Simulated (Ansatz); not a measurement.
## B2H4S2, SMILES BSBS: harmonic frequencies at the relaxed geometry

Run with the Python package of Ansatz (0.2.0).

`b2h4s2.xyz`
```text
8

B    -0.34010    1.60990   -0.55320
S     0.94400    0.89650    0.52310
B     0.46830   -0.84770   -0.02380
S    -0.68880   -1.82900    0.96750
H    -0.13920    1.95050   -1.69720
H    -1.47570    1.83890   -0.13590
H     1.05350   -1.32960   -0.94730
H     0.27010   -2.34670    1.81090
```

The script, `freq_b2h4s2.py`:
```python
"""Vibrations and zero-point energy of B2H4S2."""

import itertools
import warnings

import ansatz as az
from ase.data import atomic_numbers, covalent_radii
import numpy as np

params = {
    "basis": "def2-SVP",
    "functional": "B3LYP",
}

warnings.simplefilter("ignore", az.DeckWarning)

mol = az.Crystal.molecule_from_extxyz("b2h4s2.xyz")

base = (
    mol.calculation()
    .basis(gaussian=params["basis"])
    .functional(params["functional"])
)
symbols = [site.symbol for site in mol.cartesian_sites]
start = np.array([site.position_ang for site in mol.cartesian_sites], dtype=float)
rep = base.relax(force_tolerance=0.003).run(threads=1, pin="off").report
end = np.array(rep["positions_ang"])

# pairs closer than 1.2 times the sum of covalent radii, before or after
radius = [covalent_radii[atomic_numbers[s]] for s in symbols]
span = lambda where, i, j: np.linalg.norm(where[i] - where[j])
bonded = [(i, j) for i, j in itertools.combinations(range(len(symbols)), 2) if min(span(start, i, j), span(end, i, j)) < 1.2 * (radius[i] + radius[j])]
print("pair        before    after (A)")
for i, j in bonded:
    print(f"{symbols[i]}{i}-{symbols[j]}{j}".ljust(10), f"{span(start, i, j):8.4f} {span(end, i, j):8.4f}")

# same settings at the minimum
minimum = az.Crystal.molecule()
for symbol, place in zip(symbols, end):
    minimum = minimum.atom(symbol, place.tolist())
vibrating = (
    minimum.calculation()
    .basis(gaussian=params["basis"])
    .functional(params["functional"])
    .phonons(temperatures=(298.15, 498.15, 100))
)
vib = vibrating.run(threads=1, pin="off").report["vibrations"]
sums = vib["harmonic_sums"]
modes = [m["omega_inv_cm"] for m in sums["modes_at_gamma"] if m["rigid_motion"] == "no"]
print("frequencies (1/cm):", " ".join(f"{w:.0f}" for w in modes))
print("imaginary modes:", sum(w < 0 for w in modes), " zero-point energy:", round(sums["zero_point_energy_ev"], 4), "eV")
print("T (K)   F_vib (eV)   S_vib (meV/K)   C_vib (meV/K)")
for row in zip(sums["temperatures_k"], sums["vibrational_free_energy_ev"], vib["entropy_ev_per_k"], vib["heat_capacity_ev_per_k"]):
    print(f"{row[0]:6.1f} {row[1]:11.4f} {1000 * row[2]:13.4f} {1000 * row[3]:15.4f}")

# all hydrogen replaced by deuterium
heavier = vibrating.phonons(masses={"H": 2.014102}).run(threads=1, pin="off").report["vibrations"]["harmonic_sums"]
print("deuterated (1/cm):", " ".join(f"{m['omega_inv_cm']:.0f}" for m in heavier["modes_at_gamma"] if m["rigid_motion"] == "no"))
print("zero-point energy falls by", round(sums["zero_point_energy_ev"] - heavier["zero_point_energy_ev"], 4), "eV")
```

```console
$ python freq_b2h4s2.py
pair        before    after (A)
B0-S1        1.8211   1.7967
B0-H4        1.2104   1.2011
B0-H5        1.2313   1.2022
S1-B2        1.8888   1.8306
B2-S3        1.8123   1.7920
B2-H6        1.1948   1.1991
S3-H7        1.3780   1.3530
frequencies (1/cm): 91 188 282 347 441 659 779 785 816 860 896 953 1075 1193 2593 2665 2677 2709
imaginary modes: 0  zero-point energy: 1.2404 eV
T (K)   F_vib (eV)   S_vib (meV/K)   C_vib (meV/K)
 298.1      1.1803        0.4745          0.5805
 398.1      1.1232        0.6669          0.7500
 498.1      1.0473        0.8492          0.8763
deuterated (1/cm): 82 171 247 270 332 545 615 630 683 715 754 767 937 975 1878 1921 1976 2035
zero-point energy falls by 0.2776 eV
```

Caveats:
- The frequencies are harmonic and unscaled, in a modest basis.
- b3lyp holds the VWN-RPA fit, as in Gaussian; the form of ORCA and Turbomole is b3lyp5.
- The result belongs to the one conformer reached from this start, and soft torsions count as harmonic oscillators.
- Finished in 6.6 min on 1 thread of Arm Neoverse N1, with other jobs on the host, peak memory 0.24 GiB.
